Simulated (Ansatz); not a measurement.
# TaSnO3: energy and stress against strain

Aim: for TaSnO3, strain the cell along the Voigt pattern (1, 0, 0, 0, 0, 0).

Computed with Ansatz 0.2.0 (DFT r2SCAN, scalar-relativistic, plane waves, PAW, unless a step's input says otherwise).

## Step 1: The system as given

The structure is cubic, space group Pm-3m (No. 221). Conventional cell: a = 3.880 Å, b = 3.880 Å, c = 3.880 Å, α = 90.00°, β = 90.00°, γ = 90.00°. Ta (site symmetry m-3m) is surrounded by 6 O at 1.94 Å. Sn (site symmetry m-3m) is surrounded by 12 O at 2.74 Å. O (site symmetry 4/mmm) has 2 Ta at 1.94 Å and 4 Sn at 2.74 Å in its first shell of neighbours.

Structure file:

```xyz
5
Lattice="3.8800 0.0000 0.0000 0.0000 3.8800 0.0000 0.0000 0.0000 3.8800" Properties=species:S:1:pos:R:3 pbc="T T T"
Ta    1.9400    1.9400    1.9400
Sn    0.0000    0.0000    0.0000
O     0.0000    1.9400    1.9400
O     1.9400    0.0000    1.9400
O     1.9400    1.9400    0.0000
```

The cell is taken as given, not relaxed at this level.

## Step 2: The reference cell

Reference values: F = -17690.5047 eV; pressure 32.50 GPa; largest force 0.000 eV/Å; gap on the mesh none (metal). It was computed beforehand with the settings of the runs below.

## Step 3: The scan: energy and stress against strain

The cell is strained by ε times the Voigt pattern (1, 0, 0, 0, 0, 0) (xx, yy, zz, yz, xz, xy; engineering shear), with fractional coordinates fixed (clamped ions). The stress on the pattern is the sum of the stress components weighted by it, tension positive.

## Step 4: At ε = -0.0200

input.yaml reads:

```yaml
crystal:
  lattice:
    - [3.8024, 0.0, 0.0]
    - [0.0, 3.88, 0.0]
    - [0.0, 0.0, 3.88]
  atoms:
    - { symbol: Ta, position: [0.5, 0.5, 0.5] }
    - { symbol: Sn, position: [0.0, 0.0, 0.0] }
    - { symbol: O, position: [0.0, 0.5, 0.5] }
    - { symbol: O, position: [0.5, 0.0, 0.5] }
    - { symbol: O, position: [0.5, 0.5, 0.0] }
basis:
  ecutwfc: 500
kpoints:
  mp_grid: { grid: [12, 12, 12] }
hamiltonian:
  xc: r2scan
scf:
  occupations: { method: gaussian, width: 0.15 }
output:
  forces: true
  stress: true
  eigenvalues: true
```

On the command line:

```bash
> ansatz run input.yaml --threads 1 --pin off --max-ram 2560MiB --backend cpu --events-out ev --progress --plain --runs-dir out
```

## Step 5: ε = 0.0150

Changes to input.yaml since step 4:

```diff
@@ -2,3 +2,3 @@
   lattice:
-    - [3.8024, 0.0, 0.0]
+    - [3.9382, 0.0, 0.0]
     - [0.0, 3.88, 0.0]
```

## Step 6: ε = -0.0100

Changes to input.yaml since step 5:

```diff
@@ -2,3 +2,3 @@
   lattice:
-    - [3.9382, 0.0, 0.0]
+    - [3.8412, 0.0, 0.0]
     - [0.0, 3.88, 0.0]
```

## Step 7: ε = 0.0050

Changes to input.yaml since step 6:

```diff
@@ -2,3 +2,3 @@
   lattice:
-    - [3.8412, 0.0, 0.0]
+    - [3.8994, 0.0, 0.0]
     - [0.0, 3.88, 0.0]
```

## Step 8: Point ε = 0.0200

Changes to input.yaml since step 7:

```diff
@@ -2,3 +2,3 @@
   lattice:
-    - [3.8994, 0.0, 0.0]
+    - [3.9576, 0.0, 0.0]
     - [0.0, 3.88, 0.0]
```

## Step 9: Point ε = -0.0150

Changes to input.yaml since step 8:

```diff
@@ -2,3 +2,3 @@
   lattice:
-    - [3.9576, 0.0, 0.0]
+    - [3.8218, 0.0, 0.0]
     - [0.0, 3.88, 0.0]
```

## Step 10: Point ε = 0.0100

Changes to input.yaml since step 9:

```diff
@@ -2,3 +2,3 @@
   lattice:
-    - [3.8218, 0.0, 0.0]
+    - [3.9188, 0.0, 0.0]
     - [0.0, 3.88, 0.0]
```

## Step 11: At ε = -0.0050

Changes to input.yaml since step 10:

```diff
@@ -2,3 +2,3 @@
   lattice:
-    - [3.9188, 0.0, 0.0]
+    - [3.8606, 0.0, 0.0]
     - [0.0, 3.88, 0.0]
```

## Step 12: ε = 0.0175

Changes to input.yaml since step 11:

```diff
@@ -2,3 +2,3 @@
   lattice:
-    - [3.8606, 0.0, 0.0]
+    - [3.9479, 0.0, 0.0]
     - [0.0, 3.88, 0.0]
```

(Steps that only read results are left out.)

**Question.** What will these runs give? Wanted: slope of the stress at ε = 0, over ±0.0050.

**Answer**, as computed:

```
                                  quantity    value
slope of the stress at ε = 0, over ±0.0050  626 GPa
```

**Reading.** The slope of the stress at zero strain, 626 GPa, estimates C11 with clamped ions in this Cartesian frame; letting the atoms relax could not make it stiffer. The reference stands under 32.5 GPa, so this is no zero-stress constant. The undisturbed cell is not the lowest point: the energy is 38.8 meV/atom lower at ε = 0.0200; the cell was taken as given and not relaxed at this level. Compression costs more than tension: 57.1 against -38.8 meV/atom at the ends. The runs treat Ta without spin-orbit coupling. Spin polarisation is off in the runs that give these values; a magnetic solution could lie lower.
